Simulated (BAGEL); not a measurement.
# C3H10OSi (trimethylsilanol): a chain of runs

Wanted: the energy (HF/def2-SVP), then the energy (NEVPT2(2,2)/def2-SVP) of C3H10OSi (trimethylsilanol). 

The results are computed with BAGEL 1.2.2.

1 further run of the same task is left out (set aside as unsound or not needed).

### 1 Starting point

C3H10OSi: 15 atoms, total charge 0, spin state singlet. SMILES: `C[Si](C)(C)O`. The Si2–O5 distance was set to 2.241 Å, away from the relaxed value.

Bond lengths: C1–Si2 1.870 Å, Si2–C3 1.870 Å, Si2–C4 1.861 Å, C1–H6 1.094 Å, C1–H7 1.094 Å, C1–H8 1.093 Å, C3–H9 1.094 Å, C3–H10 1.093 Å, C3–H11 1.094 Å, C4–H12 1.093 Å, C4–H13 1.093 Å, C4–H14 1.093 Å, O5–H15 0.957 Å. Some angles: C1–Si2–C3 109.3°, C1–Si2–C4 111.0°, C3–Si2–C4 111.0°, Si2–C1–H6 111.5°, Si2–C1–H7 111.0°, Si2–C1–H8 111.0°, Si2–C3–H9 111.5°, Si2–C3–H10 111.0°, Si2–C3–H11 111.0°, Si2–C4–H12 111.1°. A long bond or contact: Si2–O5 2.241 Å.

### 2 The energy at HF/def2-SVP (density fitting with svp-jkfit) (run 1)

Contents of input.json:

```json
{ "bagel" : [

{
  "title" : "molecule",
  "basis" : "svp",
  "df_basis" : "svp-jkfit",
  "geometry" : [
    { "atom" : "C", "xyz" : [ -3.60764213, -0.46366320,  0.80240795 ] },
    { "atom" : "Si", "xyz" : [ -0.11200785, -0.44508719,  0.28039000 ] },
    { "atom" : "C", "xyz" : [  1.53201609, -0.12511877,  3.39280673 ] },
    { "atom" : "C", "xyz" : [  0.92615099, -3.35615360, -1.39866945 ] },
    { "atom" : "O", "xyz" : [  0.97547663,  2.73649350, -2.29306927 ] },
    { "atom" : "H", "xyz" : [ -4.24276018,  1.26524723,  1.74109161 ] },
    { "atom" : "H", "xyz" : [ -4.17000573, -2.05645666,  1.99384248 ] },
    { "atom" : "H", "xyz" : [ -4.62214160, -0.62119077, -0.98984610 ] },
    { "atom" : "H", "xyz" : [  0.97396107,  1.60921518,  4.36968175 ] },
    { "atom" : "H", "xyz" : [  3.58212327, -0.08150389,  3.14519591 ] },
    { "atom" : "H", "xyz" : [  1.07525039, -1.71050450,  4.63806065 ] },
    { "atom" : "H", "xyz" : [  0.48359603, -5.04728840, -0.29765832 ] },
    { "atom" : "H", "xyz" : [  2.96401275, -3.32440620, -1.73059985 ] },
    { "atom" : "H", "xyz" : [ -0.01326966, -3.52150463, -3.23011642 ] },
    { "atom" : "H", "xyz" : [  0.58985911,  4.41842534, -1.74971632 ] }
  ]
},
{
  "title" : "hf"
},
{
  "title" : "print",
  "file" : "orbitals.molden",
  "orbitals" : "true"
}

]}
```

On the command line:

```
BAGEL_NUM_THREADS=1 BAGEL input.json > input.out
```

Output:

```text
* using 1 threads per process

  ===============================================================
  ===============================================================

  *** Geometry ***

  { "atom" : "C", "xyz" : [     -3.607642,     -0.463663,      0.802408 ] },
  { "atom" : "Si", "xyz" : [     -0.112008,     -0.445087,      0.280390 ] },
  { "atom" : "C", "xyz" : [      1.532016,     -0.125119,      3.392807 ] },
  { "atom" : "C", "xyz" : [      0.926151,     -3.356154,     -1.398669 ] },
  { "atom" : "O", "xyz" : [      0.975477,      2.736493,     -2.293069 ] },
  { "atom" : "H", "xyz" : [     -4.242760,      1.265247,      1.741092 ] },
  { "atom" : "H", "xyz" : [     -4.170006,     -2.056457,      1.993842 ] },
  { "atom" : "H", "xyz" : [     -4.622142,     -0.621191,     -0.989846 ] },
  { "atom" : "H", "xyz" : [      0.973961,      1.609215,      4.369682 ] },
  { "atom" : "H", "xyz" : [      3.582123,     -0.081504,      3.145196 ] },
  { "atom" : "H", "xyz" : [      1.075250,     -1.710505,      4.638061 ] },
  { "atom" : "H", "xyz" : [      0.483596,     -5.047288,     -0.297658 ] },
  { "atom" : "H", "xyz" : [      2.964013,     -3.324406,     -1.730600 ] },
  { "atom" : "H", "xyz" : [     -0.013270,     -3.521505,     -3.230116 ] },
  { "atom" : "H", "xyz" : [      0.589859,      4.418425,     -1.749716 ] },

  Number of auxiliary basis functions:      610

  Since a DF basis is specified, we compute 2- and 3-index integrals:
    o Being stored without compression. Storage requirement is 0.075 GB

  Number of basis functions:      124
  Number of electrons      :       50

    * METHOD: MOLECULE                             0.44

  *** RHF ***

  === Nuclear Repulsion ===
   235.9891650797

      * DIIS with orbital gradients will be used.

  === RHF iteration (svp) ===
      0       -482.63414286          0.01676123           0.18
      1       -482.85037410          0.01092738           0.19
      2       -482.97706730          0.00201181           0.18
      3       -482.98168487          0.00065715           0.18
      4       -482.98226273          0.00007765           0.18
      5       -482.98228211          0.00002839           0.18
      6       -482.98228543          0.00000984           0.18
      7       -482.98228585          0.00000304           0.19
      8       -482.98228589          0.00000073           0.17
      9       -482.98228589          0.00000028           0.18
     10       -482.98228589          0.00000014           0.17
     11       -482.98228589          0.00000005           0.17
     12       -482.98228589          0.00000002           0.16
     13       -482.98228589          0.00000001           0.17
    * SCF iteration converged.

    * Permanent dipole moment:
           (    0.526160,     0.706609,    -1.135689) a.u.

    * METHOD: HF                                   2.83

    * METHOD: PRINT                                0.02

  ===============================================================
```

Run time: 3.6 s. Hardware: 1 thread of Arm Neoverse V2, shared host; peak memory 0.22 GiB.

### 3 The energy at NEVPT2(2,2)/def2-SVP (density fitting with svp-jkfit) (run 2)

Contents of nevpt2.json:

```json
{ "bagel" : [

{
  "title" : "molecule",
  "basis" : "svp",
  "df_basis" : "svp-jkfit",
  "geometry" : [
    { "atom" : "C", "xyz" : [ -3.60764213, -0.46366320,  0.80240795 ] },
    { "atom" : "Si", "xyz" : [ -0.11200785, -0.44508719,  0.28039000 ] },
    { "atom" : "C", "xyz" : [  1.53201609, -0.12511877,  3.39280673 ] },
    { "atom" : "C", "xyz" : [  0.92615099, -3.35615360, -1.39866945 ] },
    { "atom" : "O", "xyz" : [  0.97547663,  2.73649350, -2.29306927 ] },
    { "atom" : "H", "xyz" : [ -4.24276018,  1.26524723,  1.74109161 ] },
    { "atom" : "H", "xyz" : [ -4.17000573, -2.05645666,  1.99384248 ] },
    { "atom" : "H", "xyz" : [ -4.62214160, -0.62119077, -0.98984610 ] },
    { "atom" : "H", "xyz" : [  0.97396107,  1.60921518,  4.36968175 ] },
    { "atom" : "H", "xyz" : [  3.58212327, -0.08150389,  3.14519591 ] },
    { "atom" : "H", "xyz" : [  1.07525039, -1.71050450,  4.63806065 ] },
    { "atom" : "H", "xyz" : [  0.48359603, -5.04728840, -0.29765832 ] },
    { "atom" : "H", "xyz" : [  2.96401275, -3.32440620, -1.73059985 ] },
    { "atom" : "H", "xyz" : [ -0.01326966, -3.52150463, -3.23011642 ] },
    { "atom" : "H", "xyz" : [  0.58985911,  4.41842534, -1.74971632 ] }
  ]
},
{
  "title" : "hf"
},
{
  "title" : "casscf",
  "nstate" : 1,
  "nact" : 2,
  "nclosed" : 24,
  "active" : [25, 26],
  "maxiter" : 200,
  "natocc" : true
},
{
  "title" : "nevpt2",
  "nstate" : 1,
  "nact" : 2,
  "nclosed" : 24,
  "active" : [25, 26],
  "maxiter" : 200,
  "natocc" : true,
  "ncore" : 9
},
{
  "title" : "print",
  "file" : "orbitals.molden",
  "orbitals" : true
}

]}
```

On the command line:

```
BAGEL_NUM_THREADS=1 BAGEL nevpt2.json > nevpt2.out
```

Output:

```text
* using 1 threads per process

  ===============================================================
  ===============================================================

  *** Geometry ***

  { "atom" : "C", "xyz" : [     -3.607642,     -0.463663,      0.802408 ] },
  { "atom" : "Si", "xyz" : [     -0.112008,     -0.445087,      0.280390 ] },
  { "atom" : "C", "xyz" : [      1.532016,     -0.125119,      3.392807 ] },
[... 11 lines of this table left out ...]
  { "atom" : "H", "xyz" : [      0.589859,      4.418425,     -1.749716 ] },

  Number of auxiliary basis functions:      610

  Since a DF basis is specified, we compute 2- and 3-index integrals:
    o Being stored without compression. Storage requirement is 0.075 GB

  Number of basis functions:      124
  Number of electrons      :       50

    * METHOD: MOLECULE                             0.45

  *** RHF ***

[... 11 lines left out ...]
    * SCF iteration converged.
[... 1 line left out ...]
    * Permanent dipole moment:
[... 27 lines left out ...]
    * Second-order optimization converged. *

     guess   0:   closed 1.                   open ..

  === FCI iteration ===

      0  0      -482.98033828     8.91e-02      0.00
      1  0      -483.00976392     1.00e-02      0.00
      2  0 *    -483.01036403     3.77e-16      0.00

     * ci vector, state   0, <S^2> = 0.0000
       2.     0.9860073010
       .2    -0.1667021367

    * METHOD: CASSCF                              23.59

    * freezing 9 orbitals

  === DF-NEVPT2 calculation ===

    * 3-index integral transformation done
    * assembly done

      NEVPT2 correlation energy:   -0.7032352927      0.58

          (+0)     -0.6018908496
          (+0)'    -0.0426756884
          (+1)     -0.0129277429
          (+1)'    -0.0000000000
          (+2)     -0.0005658210
          (-1)     -0.0409735563
          (-1)'     0.0000000000
          (-2)     -0.0042016346

      NEVPT2 total energy:       -483.7135993202

    * METHOD: NEVPT2                               0.92

    * METHOD: PRINT                                0.02

  ===============================================================
```

It took 28 s on 1 thread of Arm Neoverse V2, shared host; peak memory 0.23 GiB.

### 4 Outcome

```
                                 quantity          value
         run 1, HF/def2-SVP: total energy  -482.98229 Eh
        run 1, HF/def2-SVP: dipole moment         3.65 D
          run 1, HF/def2-SVP: HOMO energy      -11.15 eV
          run 1, HF/def2-SVP: LUMO energy        3.68 eV
        run 1, HF/def2-SVP: HOMO–LUMO gap       14.83 eV
run 2, NEVPT2(2,2)/def2-SVP: total energy  -483.71360 Eh
```
